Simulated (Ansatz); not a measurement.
# SiGe₂H (quartet): from a generated start to a stationary point

Where does this start of SiGe₂H (quartet) end when it is relaxed?

Computed with Ansatz 0.2.0, Gaussian basis. Level: UKS PBE0/def2-TZVP.

## Step 1: Starting geometry

4 atoms, charge 0, spin multiplicity 4.

Atoms are counted from 1 here; the program's logs count them from 0.

Bond lengths: Ge1–Si2 2.340 Å, Si2–Ge3 2.340 Å, Si2–H4 1.515 Å. Angles: Ge1–Si2–Ge3 165.0°, Ge1–Si2–H4 97.5°, Ge3–Si2–H4 97.4°.

The start was built by rule and, where that kept it together, relaxed with GFN2-xTB. Sticks and bond lists go by distance. No spin-orbit coupling is included. 

## Step 2: Relaxation

Contents of in.yaml:

```yaml
crystal:
  periodic: [false, false, false]
  atoms:
    - {symbol: Ge, position_ang: [-2.321904, -0.523737, -0.001436]}
    - {symbol: Si, position_ang: [-0.001072, -0.226304, 0.001089]}
    - {symbol: Ge, position_ang: [2.318065, -0.538467, -0.000490]}
    - {symbol: H, position_ang: [0.004911, 1.288508, 0.000838]}
basis:
  gaussian: {orbitals: def2-TZVP}
magnetization: {spin_polarized: true, initial_magnetization: 3}
hamiltonian: {xc: pbe0}
relax: {f_tol: 0.004, max_steps: 80}
```

Started as:

```bash
$ ansatz run in.yaml --threads 1 --pin off --events-out ev --progress --plain --max-ram 2176MiB
```

Q: Predict the outcome of this session. Wanted: energy gained; shift from the start; total energy; dipole moment; ⟨S²⟩.

The runs gave:

```
                  quantity            value
                     steps               12
             energy gained         0.402 eV
shift from the start (rms)          0.483 Å
              total energy  -120909.8950 eV
             dipole moment           0.90 D
                      ⟨S²⟩            3.762
```

In words: By distance, Ge3–H4 formed and Si2–H4 opened. Ge3–H4 went from 2.948 to 1.792 Å. No vibrations were run, so this is a stationary point, not a proven minimum, and this spin need not be the ground state's.
